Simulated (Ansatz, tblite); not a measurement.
# MoNF3: a ladder of methods and basis sets

An exercise on one series of results from a longer session: the logs are not shown, and one member is left open.

The runs use Ansatz 0.2.0, Gaussian basis; as each input shows.

The runs, in order: GFN1-xTB, GFN2-xTB, PBE-D4/def2-TZVP, r2SCAN-D4/def2-TZVP, revPBE-D4/def2-TZVP, ωB97M-V/def2-TZVP, B97M-V/def2-TZVP, PBE-QIDH/def2-TZVP, LC-ωPBE/def2-TZVP, HSE06-D4/def2-TZVP, r2SCANh-D4/def2-TZVP, PBE-D4/def2-SVP, PBE0-D4/def2-SVP, PBE0-D4/def2-TZVPD, PBE-D4/def2-TZVPD, r2SCAN-D4/def2-TZVPD, CCSD(T)/def2-TZVPP, MP2/def2-TZVP, RPA/def2-TZVP.

1 further run of the same task is left out (set aside as unsound or not needed). Runs told in other sessions of the task aren't counted.

## The geometry

The geometry is that of the singlet, from an earlier relaxation (PBE-D4/def2-SVP).

5 atoms, charge 0, spin multiplicity 1.

Bond lengths: Mo1–N2 1.641 Å, Mo1–F3 1.853 Å, Mo1–F4 1.853 Å, Mo1–F5 1.853 Å. Angles: N2–Mo1–F3 104.8°, N2–Mo1–F4 104.8°, N2–Mo1–F5 104.8°, F3–Mo1–F4 113.7°, F3–Mo1–F5 113.7°, F4–Mo1–F5 113.7°.

Formally the metal is d0. Mo takes a core potential in the def2 sets. No spin-orbit coupling is included.

PBE0-D4/def2-TZVP was run before; its log isn't repeated, and its numbers join the tables.

Set-up of the first run:

Tight binding, by tblite at 300 K electronic temperature and without a spin-polarisation term:

```python
tblite.interface.Calculator('GFN1-xTB', numbers, positions, charge=0, uhf=0).singlepoint()
```

Tight binding, by tblite at 300 K electronic temperature and without a spin-polarisation term:

```python
tblite.interface.Calculator('GFN2-xTB', numbers, positions, charge=0, uhf=0).singlepoint()
```

start.molden holds the orbitals of an earlier run on this state, given as this run's starting guess.

Contents of in.yaml:

```yaml
crystal:
  periodic: [false, false, false]
  atoms:
    - {symbol: Mo, position_ang: [-0.000219, 0.000419, -0.043845]}
    - {symbol: N, position_ang: [0.008154, -0.015379, 1.596866]}
    - {symbol: F, position_ang: [1.788708, 0.009382, -0.526794]}
    - {symbol: F, position_ang: [-0.902039, 1.554087, -0.498164]}
    - {symbol: F, position_ang: [-0.894604, -1.548508, -0.528062]}
basis:
  gaussian: {orbitals: def2-TZVP, initial_orbitals: start.molden}
hamiltonian: {xc: pbe, dispersion: d4}
scf: {omitted_lower_state_checks: [starts]}
output: {orbitals: {seedname: orbitals}}
```

The run is started by

```
$ ansatz run in.yaml --threads 4 --pin off --events-out ev --progress --plain --max-ram 3916MiB
```

Among the steps run: PBE-D4/def2-TZVP; r2SCAN-D4/def2-TZVP; revPBE-D4/def2-TZVP; ωB97M-V/def2-TZVP; B97M-V/def2-TZVP; PBE-QIDH/def2-TZVP; LC-ωPBE/def2-TZVP; HSE06-D4/def2-TZVP; r2SCANh-D4/def2-TZVP; PBE-D4/def2-SVP; PBE0-D4/def2-SVP; PBE0-D4/def2-TZVPD; PBE-D4/def2-TZVPD; r2SCAN-D4/def2-TZVPD; CCSD(T)/def2-TZVPP; MP2/def2-TZVP; RPA/def2-TZVP.

One table of the session follows, with a row left open; its other results are not shown here.

```
               level  HOMO (eV)  LUMO (eV)  gap (eV)
     PBE-D4/def2-SVP      -8.18      -4.09      4.10
    PBE-D4/def2-TZVP      -8.31      -4.20      4.11
   PBE-D4/def2-TZVPD      -8.31      -4.21      4.11
 revPBE-D4/def2-TZVP      -8.22      -4.07      4.15
 r2SCAN-D4/def2-TZVP      -8.72      -4.20      4.52
r2SCAN-D4/def2-TZVPD      -8.69      -4.17      4.52
    B97M-V/def2-TZVP          ?          ?         ?
r2SCANh-D4/def2-TZVP      -9.37      -3.89      5.48
    PBE0-D4/def2-SVP      -9.99      -3.39      6.61
   PBE0-D4/def2-TZVP     -10.01      -3.40      6.61
  PBE0-D4/def2-TZVPD      -9.99      -3.38      6.61
  HSE06-D4/def2-TZVP      -9.60      -3.78      5.82
   LC-ωPBE/def2-TZVP     -12.81      -0.98     11.83
   ωB97M-V/def2-TZVP     -12.37      -1.11     11.26
```

Q: Estimate the row for B97M-V/def2-TZVP from the others.

**Answer.** HOMO (eV): -8.77; LUMO (eV): -4.17; gap (eV): 4.60. In the column «HOMO (eV)» it lies between r2SCANh-D4/def2-TZVP (-9.37) and r2SCAN-D4/def2-TZVP (-8.72).
